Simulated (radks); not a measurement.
# K²⁺ in [Ne] 3s2 3p5: an all-electron calculation

An exercise on one series of results from a longer session: the logs are not shown, and one member is left open.

Method: scalar-relativistic Kohn-Sham, PBE, spin-unpolarised, spherical densities, finite nucleus. Code: radks (a radial shooting solver on a logarithmic mesh, Libxc functionals) version 1.

## What is computed

| Property | Result |
| --- | --- |
| element | potassium (Z = 19) |
| charge | +2 |
| electrons | 17 |
| configuration | [Ne] 3s2 3p5 |
| nuclear rms radius | 3.4349 fm |

Outer shells as boxes (Hund's rule):

K²⁺
```
[Ne] core
3s [↑↓]
3p [↑↓][↑↓][↑ ]
```

Set-up of the first run:

Settings of this run:

```text
Z 19
configuration [Ne] 3s2 3p5
relativity scalar-relativistic
functional pbe,pbe
spin unpolarised
nucleus finite rms 3.4349 fm
c 137.035999084
```

On the command line:

```
> python run_ks.py task.json out
```

This one command runs every case of the session in turn.

One of the session's tables, all rows but one given; the rest of the session is left out.

It belongs to the step «Radial structure». From the orbitals of this run (lengths in bohr):

```
level      <r>  outermost maximum (interpolated)  90 % within  nodes
   1s  0.08105                            0.0530        0.145      0
   2s        ?                                 ?            ?      ?
   2p   0.3503                             0.263        0.579      0
   3s    1.234                              1.07         1.85      2
   3p    1.354                              1.13         2.08      1
```

Estimate the missing values for 2s.

The run gave: <r>: 0.3874; outermost maximum (interpolated): 0.318; 90 % within: 0.604; nodes: 1. In the column «<r>» it lies between 2p (0.3503) and 3s (1.234).

Caveats from the session: Spin polarisation and multiplet splitting are left out.
